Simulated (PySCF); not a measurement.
# C5H8Si: the cost of one run

The runs use PySCF 2.14.0, with density-fitted response routines of our own; the level of theory stands in each step. All values are computed, except where a source is named. Atoms count from 0, in the outputs and in this text.

### 1 The molecule as given

14 atoms, charge 0, multiplicity 1; geometry from: PBE0-D3(BJ)/def2-SVP.

Bonds of the start (Å): C0–C1 1.21, C1–C2 1.45, C2–Si3 1.89, Si3–C4 1.86, C4–C5 1.55, C5–Si3 1.85, C0–H6 1.07, C2–H7 1.10, C2–H8 1.10, Si3–H9 1.48, C4–H10 1.10, C4–H11 1.10, C5–H12 1.10, C5–H13 1.10.

### 2 NMR shieldings: PBE0/6-31G*

The job: settings as JSON, then the geometry in Å.

```
{"job": {"kind": "nmr", "xc": "PBE0", "basis": "6-31G*", "pop": true}, "charge": 0, "multiplicity": 1}
C      3.221294     0.812908     0.405701
C      2.286067     0.043896     0.355456
C      1.135043    -0.838329     0.322159
Si    -0.427026     0.006541     0.973043
C     -2.075966    -0.553690     0.329735
C     -1.590294     0.803495    -0.229122
H      4.056570     1.486466     0.448679
H      0.922285    -1.169951    -0.708578
H      1.328309    -1.749133     0.914702
H     -0.311419     0.539940     2.352531
H     -2.952982    -0.528109     0.986154
H     -2.120976    -1.385609    -0.382774
H     -1.324139     0.828393    -1.292144
H     -2.157764     1.690109     0.074608
```

Level: GIAO PBE0/6-31G* NMR shielding, non-relativistic, gas phase.

The run is started by

```bash
$ OMP_NUM_THREADS=1 python probes_run.py task.json out
```

One launch serves the whole session: the jobs run in the order shown.

Q: Estimate the wall time and peak memory of this first job on 1 thread of Arm Neoverse V1, shared host.

About 9.8 s, with a peak of 0.58 GiB.
